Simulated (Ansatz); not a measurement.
# BBrH4P: the cost of one run

Program: Ansatz 0.2.0 through its Python package. Level of theory: PBE/def2-SVP. These are calculated values, not measurements.

## Step 1: Starting point

Bond lengths: P1–B2 1.939 Å, B2–Br3 2.009 Å, P1–H4 1.453 Å, P1–H5 1.453 Å, B2–H6 1.191 Å, B2–H7 1.191 Å. Angles: P1–B2–Br3 109.5°, P1–B2–H6 109.4°, P1–B2–H7 109.7°, Br3–B2–H6 109.4°, Br3–B2–H7 109.4°, H6–B2–H7 109.4°, B2–P1–H4 94.0°, B2–P1–H5 93.9°, H4–P1–H5 93.8°.

No structure file is read: the coordinates are typed or built in the script.

## Step 2: The code

File bbrh4p_relaxed_scan.py:

```python
# -*- coding: utf-8 -*-
import warnings

import ansatz as az
import numpy as np

warnings.simplefilter("ignore", az.DeckWarning)

molecule = (
    az.Crystal.molecule()
    .atom("P", (1.0777, 0.2834, -0.6913))
    .atom("B", (-0.6296, -0.2883, 0.0291))
    .atom("Br", (-2.064, 0.9929, -0.5521))
    .atom("H", (1.2351, 1.3639, 0.2672))
    .atom("H", (1.8417, -0.6627, 0.1036))
    .atom("H", (-0.8851, -1.379, -0.3756))
    .atom("H", (-0.5758, -0.3102, 1.2191))
)

job = (
    molecule.calculation()
    .basis(gaussian="def2-SVP")
    .functional("PBE")
    .charge(-1)
)
symbols = [site.symbol for site in molecule.cartesian_sites]
pairs = [(0, 1), (0, 3), (0, 4), (1, 2), (1, 5), (1, 6)]
print("held (A)   E (eV)        ", "  ".join(f"{symbols[i]}{i}-{symbols[j]}{j}" for i, j in pairs))
for length in [1.78, 1.94, 2.09, 2.33, 2.62]:
    r = job.relax(constraints=[az.DistanceConstraint((0, 1), at=length)], force_tolerance=0.02, max_steps=60).run().report
    xyz = np.array(r["positions_ang"])
    print(f"{length:6.2f} {r['free_energy_ev']:14.5f}  ", "  ".join(f"{np.linalg.norm(xyz[i] - xyz[j]):.3f}" for i, j in pairs))
```

## Step 3: The input behind the calls

The package turns the script's settings into the engine's input (first run):

```yaml
crystal:
  periodic: [false, false, false]
  atoms:
    - { symbol: P, position_ang: [1.0777, 0.2834, -0.6913] }
    - { symbol: B, position_ang: [-0.6296, -0.2883, 0.0291] }
    - { symbol: Br, position_ang: [-2.064, 0.9929, -0.5521] }
    - { symbol: H, position_ang: [1.2351, 1.3639, 0.2672] }
    - { symbol: H, position_ang: [1.8417, -0.6627, 0.1036] }
    - { symbol: H, position_ang: [-0.8851, -1.379, -0.3756] }
    - { symbol: H, position_ang: [-0.5758, -0.3102, 1.2191] }
basis:
  gaussian:
    orbitals: def2-SVP
hamiltonian:
  xc: pbe
total_charge: -1.0
relax:
  f_tol: 0.02
  max_steps: 60
  constraints:
    - { distance: [0, 1], at: 1.78 }
```

## Step 4: Launch

Started as:

```console
python bbrh4p_relaxed_scan.py
```

What time and memory should one allow on 1 thread of Arm Neoverse V1, shared host?

About 87 s, with a peak of 0.19 GiB.
